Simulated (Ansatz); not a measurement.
## MnPt2: phonons with LDA

MnPt2:

```
Pt Mn
1.0
     2.85840    0.00000    0.00000
    -1.42920    2.47545    0.00000
     0.00000    0.00000    6.53250
Pt Mn
2 1
Direct
  0.66667 0.33333 0.31621
  0.33333 0.66667 0.68379
  0.00000 0.00000 0.00000
```

The cell comes from a database or a generator and needn't be the stable form of this composition.

| Property | Result |
| --- | --- |
| Program | Ansatz 0.2.0 |
| Task | phonons |
| Functional | LDA |
| Potentials or basis | Ansatz PAW |
| Cutoff | 420 eV (not typed: the program's choice for these potentials) |
| k mesh | 8 × 8 × 3 |
| Occupations | fermi-dirac, width 0.05 eV |
| Spin | collinear spin, ferromagnetic start |
| Starting moments | [0.0, 0.0, 4.0] μB |

The band gap on the k mesh is none (metal or under the smearing width) and the net moment is 4.18 μB per cell. The absolute moment is 4.24 μB per cell and the site moments are Pt +0.23; Mn +3.53 μB. The highest phonon frequency at Γ is 248 cm⁻¹.

Levels at points of the mesh, in eV from the Fermi level:
Spin up:
| k point | band 25 | band 26 | band 27 | band 28 | band 29 | band 30 |
| --- | --- | --- | --- | --- | --- | --- |
| (0.00, 0.00, 0.00) | -1.39 | -1.39 | -1.00 | -1.00 | -0.67 | -0.67 |
| (0.00, -0.50, 0.00) | -0.09 | -0.07 | 0.30 | 1.65 | 1.79 | 2.09 |
| (-0.50, 0.00, 0.00) | -0.09 | -0.07 | 0.30 | 1.65 | 1.79 | 2.09 |
Spin down:
```csv
k point,band 21,band 22,band 23,band 24,band 25,band 26,band 27,band 28
"(0.00, 0.00, 0.00)",-2.29,-1.85,-1.85,-0.87,-0.87,0.53,1.18,1.18
"(0.00, -0.50, 0.00)",-1.10,-0.03,0.09,0.16,1.57,2.03,2.23,2.56
"(-0.50, 0.00, 0.00)",-1.10,-0.03,0.09,0.16,1.57,2.03,2.23,2.56
```

Phonon frequencies in cm⁻¹ (negative: imaginary):
```tsv
q point	frequencies
(0.000, 0.000, 0.000)	0 0 0 52 52 115 115 123 248
```

Run time: 36 s on 2 threads of Arm Neoverse V2 (shared host), peak memory 0.7 GiB.

 Spin-orbit coupling is left out, which matters for the levels of Pt.
